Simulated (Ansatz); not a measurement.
**C3H3AlCl2O2: small, medium and large basis sets**

An exercise on one series of results from a longer session: the logs are not shown, and one member is left open.

Computed with Ansatz 0.2.0, Gaussian basis. Level: one geometry, several basis sets.

Levels to be run: PBE0-D4/def2-SVP; ωB97M-V/def2-SVP; PBE0-D4/def2-QZVPP; ωB97M-V/def2-QZVPP; the functionals' def2-TZVPP values are taken from earlier runs.

**The relaxed structure**

All runs share one geometry, relaxed beforehand with PBE0-D4 in a triple-zeta def2 set.

11 atoms, charge 0, spin multiplicity 1.

Atoms are counted from 1 here; the program's logs count them from 0.

Bond lengths: Cl1–Al2 2.095 Å, Al2–Cl3 2.094 Å, Al2–O4 1.813 Å, Al2–O8 1.813 Å, O4–C5 1.269 Å, C5–C6 1.388 Å, C5–H9 1.093 Å, C6–C7 1.388 Å, C6–H10 1.080 Å, C7–O8 1.269 Å, C7–H11 1.093 Å. Angles: Cl1–Al2–Cl3 118.8°, Cl1–Al2–O4 109.8°, Cl1–Al2–O8 109.8°, Cl3–Al2–O4 109.9°, Cl3–Al2–O8 109.9°, O4–Al2–O8 96.5°, Al2–O4–C5 125.4°, O4–C5–C6 125.6°, O4–C5–H9 115.5°, C6–C5–H9 118.9°, C5–C6–C7 121.5°, C5–C6–H10 119.2°, C7–C6–H10 119.2°, C6–C7–O8 125.6°, C6–C7–H11 118.9°, O8–C7–H11 115.5°, Al2–O8–C7 125.4°.

Coordinates:

```
Cl   -1.2298   -2.1606    2.1613
Al    0.3363   -1.1104    1.2490
Cl    2.2960   -1.4516    1.9037
O    -0.0216    0.6669    1.2736
C    -0.2593    1.3830    0.2532
C    -0.2779    0.9365   -1.0611
C    -0.0223   -0.3900   -1.3808
O     0.2430   -1.3123   -0.5504
H    -0.4624    2.4378    0.4564
H    -0.4930    1.6383   -1.8538
H    -0.0435   -0.6946   -2.4305
```

Set-up of the first run:

in.yaml

```yaml
crystal:
  periodic: [false, false, false]
  atoms:
    - {symbol: Cl, position_ang: [-1.229803, -2.160572, 2.161341]}
    - {symbol: Al, position_ang: [0.336251, -1.110379, 1.249011]}
    - {symbol: Cl, position_ang: [2.296041, -1.451649, 1.903659]}
    - {symbol: O, position_ang: [-0.021603, 0.666901, 1.273616]}
    - {symbol: C, position_ang: [-0.259324, 1.383035, 0.253182]}
    - {symbol: C, position_ang: [-0.277913, 0.936530, -1.061135]}
    - {symbol: C, position_ang: [-0.022320, -0.389979, -1.380803]}
    - {symbol: O, position_ang: [0.243015, -1.312308, -0.550411]}
    - {symbol: H, position_ang: [-0.462383, 2.437798, 0.456407]}
    - {symbol: H, position_ang: [-0.493032, 1.638271, -1.853799]}
    - {symbol: H, position_ang: [-0.043527, -0.694647, -2.430468]}
basis:
  gaussian: {orbitals: def2-SVP}
hamiltonian: {xc: pbe0, dispersion: d4}
output: {orbitals: {seedname: orbitals}}
```

Started as:

```sh
$ ansatz run in.yaml --threads 4 --pin off --events-out ev --progress --plain --max-ram 11315MiB
```

Steps of the session up to this table: PBE0-D4 in def2-SVP; ωB97M-V in def2-SVP; PBE0-D4 in def2-QZVPP; ωB97M-V in def2-QZVPP.

One of the session's tables, all rows but one given; the rest of the session is left out.

It belongs to the step «Functionals by basis». 

| functional | basis | HOMO (eV) | LUMO (eV) |
| --- | --- | --- | --- |
| PBE0-D4 | def2-SVP | -8.22 | -2.91 |
| PBE0-D4 | def2-TZVPP | -8.27 | -2.97 |
| PBE0-D4 | def2-QZVPP | -8.31 | -3.01 |
| ωB97M-V | def2-SVP | -10.33 | -0.71 |
| ωB97M-V | def2-TZVPP | -10.40 | -0.83 |
| ωB97M-V | def2-QZVPP | ? | ? |

Estimate the missing values for ωB97M-V, def2-QZVPP.

**Answer.** HOMO (eV): -10.44; LUMO (eV): -0.89. In the column «HOMO (eV)» it is the lowest.
